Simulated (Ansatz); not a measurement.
BiRh, space group P6_3/mmc, a band structure

With the Python package of Ansatz (0.2.0).

The cells in order, each with its output:

In [1]:
```python
import warnings

import ansatz as az
import matplotlib.pyplot as plt
import numpy as np
```

In [2]:
```python
FUNCTIONAL = "PBEsol"
FILLING = "fermi_dirac"
SMEARING_WIDTH = 0.05
KMESH = (7, 7, 4)
CUTOFF = 550
N_EMPTY = 10
```

In [3]:
```python
warnings.simplefilter("ignore", az.DeckWarning)
```

In [4]:
```python
lattice = az.Lattice.of(
    [4.094, 0.0, 0.0],
    [-2.047, 3.54551, 0.0],
    [0.0, 0.0, 5.663],
)
sites = [
    ("Bi", [1 / 3, 2 / 3, 0.25]),
    ("Bi", [2 / 3, 1 / 3, 0.75]),
    ("Rh", [0.0, 0.0, 0.0]),
    ("Rh", [0.0, 0.0, 0.5]),
]
cell = az.Crystal(lattice=lattice)
for symbol, position in sites:
    cell = cell.atom(symbol, position)

path = [
    ("G", (0.0, 0.0, 0.0)),
    ("M", (0.5, 0.0, 0.0)),
    ("K", (0.33333, 0.33333, 0.0)),
    ("G", (0.0, 0.0, 0.0)),
    ("A", (0.0, 0.0, 0.5)),
    ("L", (0.5, 0.0, 0.5)),
    ("H", (0.33333, 0.33333, 0.5)),
]
job = (
    cell.calculation()
    .functional(FUNCTIONAL)
    .occupations(FILLING, width=SMEARING_WIDTH)
    .kpoints(*KMESH)
    .basis(CUTOFF)
    .band_structure([point for _, point in path], intervals=8)
    .scf(extra_bands=N_EMPTY)
)
out = job.run(threads=1, backend="cpu")
r = out.report
```

In [5]:
```python
r["n_iterations"], r["closed_by"]
```
Out [5]:
```text
(7, 'deck_thresholds')
```

In [6]:
```python
r["n_kpoints"], r["n_symmetry_ops"], r["n_pw"]
```
Out [6]:
```text
(24, 24, 2391)
```

In [7]:
```python
r["published_state_doubts"]
```
Out [7]:
```text
[]
```

In [8]:
```python
for key in ("converged", "n_iterations", "n_electrons", "n_kpoints", "n_pw", "n_symmetry_ops", "free_energy_ev", "fermi_energy_ev"):
    print(f"{key:18s} {r[key]}")
```
```text
converged          True
n_iterations       7
n_electrons        64.0
n_kpoints          24
n_pw               2391
n_symmetry_ops     24
free_energy_ev     -37162.16696192027
fermi_energy_ev    16.27806119867339
```

In [9]:
```python
bands = out.band_structure()
fermi = bands.fermi_energy_ev
print(f"zero of the bands: {fermi:.3f} eV, the Fermi level found on the SCF mesh")
reciprocal = 2 * np.pi * np.linalg.inv(out.lattice.cell_ang).T
steps = np.linalg.norm(np.diff(bands.kpoints_frac @ reciprocal, axis=0), axis=1)
distance = np.concatenate([[0], np.cumsum(steps)])
fig, ax = plt.subplots(figsize=(5, 4))
for channel, colour in zip(bands.channels, ("C0", "C3")):
    ax.plot(distance, channel.eigenvalues_ev - fermi, colour, lw=1)
ax.set_xticks(distance[::8], [label for label, _ in path])
ax.set(ylim=(-6, 6), ylabel="E - E_F (eV)", xlim=(0, distance[-1]))
ax.grid(axis="x")
fig.savefig("bands.png", dpi=100)
first = bands.channels[0].eigenvalues_ev - fermi
near = np.argsort(np.abs(first.mean(axis=0)))[:4]
for band in sorted(near):
    print(f"band {band + 1}: {first[:, band].min():.3f} to {first[:, band].max():.3f} eV")
```
```text
zero of the bands: 16.278 eV, the Fermi level found on the SCF mesh
band 30: -2.115 to -1.043 eV
band 31: -1.550 to 1.299 eV
band 32: -1.550 to 1.808 eV
band 33: -1.016 to 3.390 eV
```

Absolute energies stand on the zero of these potentials, so only differences at equal settings mean something. A total without «per atom» is that of the cell as typed. The mesh is modest for a metal, so energies can be off by several to tens of meV an atom and pressures by half a GPa or more; differences at equal mesh fare better. Only differences from the Fermi energy are physical; the zero of the scale is a convention. The structure is a deposited one; some such entries were measured under pressure or heat, so a shift against it needn't be the functional's error alone. Gaps and levels are Kohn-Sham values on a finite set of k-points, without spin-orbit coupling. The whole script took 4.6 s on 1 thread of AMD EPYC 9R45 96-Core Processor (Zen 5), on a shared host, peak memory 0.53 GiB.

(Lines on the test bed's own set-up are left out of the output.)
